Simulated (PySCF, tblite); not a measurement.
**C₆H₁₀O₃Si: geometry, infrared bands and NMR shifts**

Wanted: the infrared bands and NMR shifts of C₆H₁₀O₃Si (`O=C(O)C[SiH2]O[C@]12C[C@H]1C2`), by calculation.

The runs use tblite 0.8.0 and PySCF 2.14.0, with density-fitted response routines of our own; the level of theory stands in each step. All values are computed, except where a source is named. Atoms count from 0, in the outputs and in this text.

## 1. Starting geometry

20 atoms, charge 0, multiplicity 1; geometry from: force field or distance geometry start.

Bonds of the start (Å): O0–C1 1.28, C1–O2 1.37, C1–C3 1.47, C3–Si4 1.84, Si4–O5 1.74, O5–C6 1.25, C6–C7 1.55, C7–C8 1.52, C8–C9 1.50, C8–C6 1.37, C9–C6 1.57, O2–H10 1.00, C3–H11 1.12, C3–H12 1.11, Si4–H13 1.46, Si4–H14 1.48, C7–H15 1.09, C7–H16 1.10, C8–H17 1.07, C9–H18 1.11, C9–H19 1.09.

## 2. Relaxing the molecule with GFN2-xTB

What the job is given:

```
{"job": {"kind": "relax", "xc": "GFN2-xTB", "basis": "xTB"}, "charge": 0, "multiplicity": 1}
O      4.375300     0.250200     0.713900
C      3.164200     0.348900     0.309300
O      2.588800     1.591600     0.219700
C      2.347700    -0.819300    -0.055100
Si     0.635200    -0.382300    -0.580900
O     -0.235200     0.491000     0.639800
C     -1.462000     0.305400     0.472900
C     -2.317500     0.662100    -0.774200
C     -2.807200     0.471800     0.653000
C     -2.317400    -0.908300     0.992300
H      3.117200     2.403900     0.458500
H      2.836800    -1.278500    -0.945700
H      2.376800    -1.585300     0.744300
H      0.553200     0.329000    -1.850400
H     -0.095000    -1.661700    -0.749200
H     -2.347200     1.713400    -1.078200
H     -2.441700    -0.165000    -1.487000
H     -3.500400     1.082100     1.195900
H     -2.129000    -1.121400     2.061800
H     -2.347600    -1.716700     0.260300
```

The run is started by

```
$ OMP_NUM_THREADS=1 python probes_run.py task.json out
```

The driver reads the jobs from task.json and runs them one after another.

**Question.** This job is followed by: GFN2-xTB harmonic vibrations, gas phase; GIAO PBE0/pcSseg-1 NMR shielding, non-relativistic, gas phase. What will the session give for the following? strongest single infrared mode (GFN2-xTB); zero-point energy (GFN2-xTB); ¹³C shifts against TMS (PBE0/pcSseg-1, means over atoms taken as alike); ¹H shifts against TMS (PBE0/pcSseg-1, means over atoms taken as alike); ¹⁷O shifts against H2O (PBE0/pcSseg-1); ²⁹Si shifts against TMS (PBE0/pcSseg-1).

**Answer**, as computed:

```
                                                               quantity                                   value
                              strongest single infrared mode (GFN2-xTB)                   1781 cm⁻¹, 523 km/mol
                                           zero-point energy (GFN2-xTB)                           92.3 kcal/mol
¹³C shifts against TMS (PBE0/pcSseg-1, means over atoms taken as alike)        175.1, 52.2, 36.0, 25.3, 4.4 ppm
 ¹H shifts against TMS (PBE0/pcSseg-1, means over atoms taken as alike)  5.79, 4.84, 2.46, 2.00, 1.96, 0.87 ppm
                                 ¹⁷O shifts against H2O (PBE0/pcSseg-1)                   445.0, 216.7, 0.4 ppm
                                ²⁹Si shifts against TMS (PBE0/pcSseg-1)                               -18.0 ppm
```

**Reading.** The optimisation took 257 steps and gained 2.069 eV; among the close pairs (by a distance rule), C6–C8 changed most, from 1.367 to 1.492 Å. The lowest mode is slightly imaginary (14i cm⁻¹), a soft motion within the noise of the Hessian, so the minimum is not strictly shown. The strongest single mode, at 1781 cm⁻¹, moves mainly C1 and O0. Unscaled tight-binding wavenumbers are off by several per cent, some by more. Its intensities can rank the bands wrongly. At PBE0/pcSseg-1: Shielding is most anisotropic at O0 (span 615 ppm, paramagnetic term -509 ppm).
